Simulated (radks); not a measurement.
# Ionising krypton step by step, Kr⁴⁺ to Kr¹¹⁺

The task here is to estimate one member of a computed series from the others.

The numbers are computed with radks (a radial shooting solver on a logarithmic mesh, Libxc functionals) version 1 (Dirac Kohn-Sham, PBE, spin-unpolarised, spherical densities, finite nucleus; open shells are shared between the two j in proportion to 2j + 1), except any that are marked as measured or tabulated.

**What is computed**

```
element             : krypton (Z = 36)
charges             : 4 to 11
first configuration : [Ar] 3d10 4s2 4p2
last configuration  : [Ar] 3d7
```

The outer shells:

Kr⁴⁺
```
[Ar] core
3d [↑↓][↑↓][↑↓][↑↓][↑↓]
4s [↑↓]
4p [↑ ][↑ ][  ]
```

Kr¹¹⁺
```
[Ar] core
3d [↑↓][↑↓][↑ ][↑ ][↑ ]
```

Set-up of the first run:

Settings of this run:

```text
Z 36
configuration [Ar] 3d10 4s2 4p2
relativity Dirac
functional pbe,pbe
spin unpolarised
j_filling average
nucleus finite rms 4.1884 fm
c 137.035999084
```

Steps of the session up to this table: Kr⁴⁺, [Ar] 3d10 4s2 4p2; Kr⁵⁺, [Ar] 3d10 4s2 4p1; Kr⁶⁺, [Ar] 3d10 4s2; Kr⁷⁺, [Ar] 3d10 4s1; Kr⁸⁺, [Ar] 3d10; Kr⁹⁺, [Ar] 3d9; Kr¹⁰⁺, [Ar] 3d8; Kr¹¹⁺, [Ar] 3d7.

One of the session's tables, all rows but one given; the rest of the session is left out.

```
species  Δ-SCF (eV)  −ε(HOMO) (eV)
   Kr⁴⁺      63.262         56.106
   Kr⁵⁺           ?              ?
   Kr⁶⁺      110.35         102.30
   Kr⁷⁺      126.81         118.49
   Kr⁸⁺      233.65         214.66
   Kr⁹⁺      271.82         251.86
  Kr¹⁰⁺      311.83         290.92
```

Estimate the missing values for Kr⁵⁺.

As computed: Δ-SCF (eV): 77.291; −ε(HOMO) (eV): 69.825. In the column «Δ-SCF (eV)» it lies between Kr⁴⁺ (63.262) and Kr⁶⁺ (110.35).

Limits of these values: Spin polarisation and multiplet splitting are left out, so open shells lie too high by an amount that depends on their filling.
